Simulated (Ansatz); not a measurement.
# CH3FGeOS: the cost of one run

Computed with Ansatz 0.2.0 through its Python package. The levels of theory stand in the script.

## (1) The structure

Bond lengths: F1–Ge2 1.697 Å, Ge2–O3 1.773 Å, O3–C4 1.414 Å, Ge2–S5 2.182 Å, C4–S5 1.842 Å, Ge2–H6 1.563 Å, C4–H7 1.072 Å, C4–H8 1.135 Å. Angles: F1–Ge2–O3 109.6°, F1–Ge2–S5 112.8°, F1–Ge2–H6 117.3°, O3–Ge2–S5 81.9°, O3–Ge2–H6 115.0°, S5–Ge2–H6 115.0°, Ge2–O3–C4 98.4°, O3–C4–S5 105.9°, O3–C4–H7 114.2°, O3–C4–H8 105.7°, S5–C4–H7 113.2°, S5–C4–H8 107.1°, H7–C4–H8 110.2°, Ge2–S5–C4 73.5°.

No structure file is read: the coordinates are typed or built in the script.

## (2) The script

The input, ch3fgeos_methods.py:

```python
"""One geometry of CH3FGeOS, method by method."""

from pathlib import Path

import ansatz as az
import numpy as np

geometry_ang = [
    ("F", [-1.6243, 1.6627, 0.9418]),
    ("Ge", [-0.0825, 1.0952, 0.5156]),
    ("O", [0.027, -0.6418, 0.8524]),
    ("C", [0.1953, -1.0985, -0.4756]),
    ("S", [0.017, 0.389, -1.547]),
    ("H", [1.1461, 1.9383, 0.986]),
    ("H", [1.1095, -1.6335, -0.6437]),
    ("H", [-0.6959, -1.7686, -0.6854]),
]
geometry = az.Crystal.molecule()
for symbol, xyz in geometry_ang:
    geometry = geometry.atom(symbol, xyz)

setup = geometry.calculation().basis(gaussian="def2-SVP")

print("functional    E (Ha)        dipole (D)   HOMO (eV)  LUMO (eV)")
for name in ["r2scan0", "b3lyp", "cam_b3lyp", "r2scan", "blyp"]:
    data = setup.functional(name).forces().orbitals().run(threads=1, runs_dir="runs").report
    lines = Path(data["orbitals_path"]).read_text().splitlines()
    field_of = lambda key: [line.split("=")[1].strip() for line in lines if line.startswith(key)]
    orbitals = [(27.211386 * float(e), s, float(n)) for e, s, n in zip(field_of("Ene="), field_of("Spin="), field_of("Occup="))]
    homo = max(e for e, _, n in orbitals if n > 0.5)
    lumo = min(e for e, _, n in orbitals if n < 0.5)
    dipole = 4.803205 * np.linalg.norm(data["charge_distribution"]["dipole_moment_e_ang"])
    print(f"{name:10s} {data['free_energy_ev'] / 27.211386246:14.6f} {dipole:9.3f} {homo:11.3f} {lumo:10.3f}")
```

## (3) Launch

Started as:

```bash
python ch3fgeos_methods.py
```

**Question.** How long does this script take on 1 thread of Intel Xeon Platinum 8375C at 2.90GHz (Ice Lake), shared host, and how much memory does it need?

About 27 s, with a peak of 0.37 GiB.
